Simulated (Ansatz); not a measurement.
**C₂H₈FGaO: up Jacob's ladder to CCSD(T)**

One table from this session's results is given with a row withheld; the runs are named, their logs left out.

Program: Ansatz 0.2.0, Gaussian basis. Level of theory: functionals in def2-TZVPP, the program's frozen cores in correlated methods. These are calculated values, not measurements.

The runs, in order: LDA (SPW92), PBE-D4, revPBE-D4, BLYP-D4, r2SCAN-D4, B97M-V, PBE0-D4, B3LYP-D4, r2SCANh-D4, r2SCAN0-D4, HSE06-D4, BHLYP-D4, CAM-B3LYP-D4, LC-ωPBE, ωB97X-V, ωB97M-V, B2PLYP, PBE-QIDH; CCSD(T)/def2-SVP; CCSD(T)/def2-TZVPP; MP2/def2-QZVPP; extrapolation to the limit; RPA on PBE.

## The geometry

All runs share one geometry, relaxed beforehand with PBE0-D4 in a triple-zeta def2 set.

SMILES `[CH3][Ga-]([CH3])([OH2+])[F]`, 13 atoms, charge 0, spin multiplicity 1.

Atoms are counted from 1 here; the program's logs count them from 0.

Bond lengths: C1–Ga2 1.957 Å, C1–H6 1.092 Å, C1–H7 1.091 Å, C1–H8 1.093 Å, Ga2–C3 1.965 Å, Ga2–O4 2.180 Å, Ga2–F5 1.823 Å, C3–H9 1.092 Å, C3–H10 1.093 Å, C3–H11 1.093 Å, O4–H12 0.962 Å, O4–H13 0.974 Å. Angles: Ga2–C1–H6 111.4°, Ga2–C1–H7 110.1°, Ga2–C1–H8 110.5°, H6–C1–H7 108.7°, H6–C1–H8 107.9°, H7–C1–H8 108.1°, C1–Ga2–C3 132.2°, C1–Ga2–O4 103.8°, C1–Ga2–F5 112.2°, C3–Ga2–O4 101.9°, C3–Ga2–F5 111.8°, O4–Ga2–F5 79.2°, Ga2–C3–H9 110.8°, Ga2–C3–H10 111.6°, Ga2–C3–H11 110.5°, H9–C3–H10 108.9°, H9–C3–H11 107.6°, H10–C3–H11 107.3° and more.

Set-up of the first run:

Contents of in.yaml:

```yaml
crystal:
  periodic: [false, false, false]
  atoms:
    - {symbol: C, position_ang: [-1.757139, 0.217314, -0.975621]}
    - {symbol: Ga, position_ang: [0.092639, 0.042431, -0.360812]}
    - {symbol: C, position_ang: [1.122874, -1.494359, 0.300945]}
    - {symbol: O, position_ang: [0.215472, 1.421982, 1.322235]}
    - {symbol: F, position_ang: [1.174037, 1.335652, -1.055557]}
    - {symbol: H, position_ang: [-2.453620, -0.266995, -0.288109]}
    - {symbol: H, position_ang: [-2.026194, 1.271291, -1.061642]}
    - {symbol: H, position_ang: [-1.879644, -0.244836, -1.958022]}
    - {symbol: H, position_ang: [2.129892, -1.189937, 0.593624]}
    - {symbol: H, position_ang: [0.634174, -1.967353, 1.156472]}
    - {symbol: H, position_ang: [1.220047, -2.253807, -0.478508]}
    - {symbol: H, position_ang: [0.761583, 1.107004, 2.049384]}
    - {symbol: H, position_ang: [0.786079, 1.986716, 0.770412]}
basis:
  gaussian: {orbitals: def2-TZVPP}
hamiltonian: {xc: lda}
output: {orbitals: {seedname: orbitals}}
```

The run is started by

```
ansatz run in.yaml --threads 4 --pin off --events-out ev --progress --plain --max-ram 11315MiB
```

Among the steps run: LDA; PBE-D4 (GGA); revPBE-D4 (GGA); BLYP-D4 (GGA); r2SCAN-D4 (meta-GGA); B97M-V (meta-GGA); B3LYP-D4 (hybrid); r2SCANh-D4 (hybrid); r2SCAN0-D4 (hybrid); HSE06-D4 (hybrid); BHLYP-D4 (hybrid); CAM-B3LYP-D4 (range-separated); LC-ωPBE (range-separated); ωB97X-V (range-separated); ωB97M-V (range-separated); B2PLYP (double hybrid); PBE-QIDH (double hybrid).

One of the session's tables, all rows but one given; the rest of the session is left out.

It belongs to the step «Frontier levels by functional». 

| functional | HOMO (eV) | gap (eV) |
| --- | --- | --- |
| LDA (SPW92) | -6.46 | 5.50 |
| PBE-D4 | ? | ? |
| revPBE-D4 | -6.21 | 5.48 |
| BLYP-D4 | -6.15 | 5.28 |
| r2SCAN-D4 | -6.55 | 6.40 |
| B97M-V | -6.61 | 6.02 |
| PBE0-D4 | -7.57 | 7.62 |
| B3LYP-D4 | -7.34 | 7.01 |
| r2SCANh-D4 | -7.03 | 7.14 |
| r2SCAN0-D4 | -7.75 | 8.24 |
| HSE06-D4 | -7.17 | 6.85 |
| BHLYP-D4 | -8.74 | 9.40 |
| CAM-B3LYP-D4 | -8.93 | 9.73 |
| LC-ωPBE | -10.29 | 12.47 |
| ωB97X-V | -9.92 | 11.86 |
| ωB97M-V | -9.79 | 11.29 |

**Question.** Estimate the row for PBE-D4.

As computed: HOMO (eV): -6.28; gap (eV): 5.46. In the column «HOMO (eV)» it lies between LDA (SPW92) (-6.46) and revPBE-D4 (-6.21).
